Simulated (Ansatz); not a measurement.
# BFH7NSi: the cost of one run

Method: RKS B3LYP/6-31G*, in Ansatz 0.2.0.

### 1 The system as given

Bond lengths: N2–H3 1.060 Å, N2–H4 1.060 Å, B1–F5 1.320 Å, B1–H6 1.190 Å, B1–Si7 2.250 Å, Si7–H8 1.460 Å, Si7–H9 1.460 Å, Si7–H10 1.460 Å, N2–H11 1.148 Å, Si7–H11 1.459 Å. Angles (14 of 17 angles, heavy atoms first): F5–B1–Si7 105.4°, F5–B1–H6 120.0°, H6–B1–Si7 92.8°, B1–Si7–H8 109.5°, B1–Si7–H9 109.5°, B1–Si7–H10 109.5°, B1–Si7–H11 65.4°, N2–H11–Si7 139.0°, H3–N2–H4 120.0°, H3–N2–H11 101.4°, H4–N2–H11 84.8°, H8–Si7–H9 109.4°, H8–Si7–H10 109.4°, H8–Si7–H11 116.3°.

Coordinates:

```xyz
11

B     0.0000    0.0000    0.0000
N     0.0000    0.0000    1.9000
H    -0.8770   -0.2713    2.4300
H     0.8770    0.2713    2.4300
F     1.1431    0.0000   -0.6600
H    -1.0305    0.0000   -0.5950
Si   -0.2814    2.1166    0.7095
H    -1.6383    2.5579    0.4002
H    -0.0669    2.1796    2.1523
H     0.6781    2.9876    0.0370
H    -0.1504    1.1313    1.7779
```

### 2 A restrained relaxation towards end A

Springs on the bonds that form and break draw the guess towards this end; the thresholds are loose.

File input.yaml:

```yaml
crystal:
  periodic: [false, false, false]
  atoms:
    - { symbol: B, position_ang: [0.0, 0.0, 0.0] }
    - { symbol: "N", position_ang: [0.0, 0.0, 1.9] }
    - { symbol: H, position_ang: [-0.877, -0.2713, 2.43] }
    - { symbol: H, position_ang: [0.877, 0.2713, 2.43] }
    - { symbol: F, position_ang: [1.1431, 0.0, -0.66] }
    - { symbol: H, position_ang: [-1.0305, 0.0, -0.595] }
    - { symbol: Si, position_ang: [-0.2814, 2.1166, 0.7095] }
    - { symbol: H, position_ang: [-1.6383, 2.5579, 0.4002] }
    - { symbol: H, position_ang: [-0.0669, 2.1796, 2.1523] }
    - { symbol: H, position_ang: [0.6781, 2.9876, 0.037] }
    - { symbol: H, position_ang: [-0.1504, 1.1313, 1.7779] }
basis:
  gaussian: { orbitals: "6-31G*" }
hamiltonian:
  xc: b3lyp
relax:
  f_tol: 0.15
  max_steps: 25
  restrain:
    - { distance: [0, 6], at: 3.15, k: 30.0 }
    - { distance: [10, 1], at: 2.26, k: 30.0 }
    - { distance: [0, 1], at: 1.55, k: 30.0 }
    - { distance: [10, 6], at: 1.46, k: 30.0 }
```

Run with:

```console
ansatz run input.yaml --threads 1 --pin off --max-ram 2048MiB --backend cpu --events-out ev --progress --plain --runs-dir out
```

Q: Estimate wall time and peak memory on 1 thread of Arm Neoverse N1, shared host.

About 92 s, with a peak of 0.15 GiB.
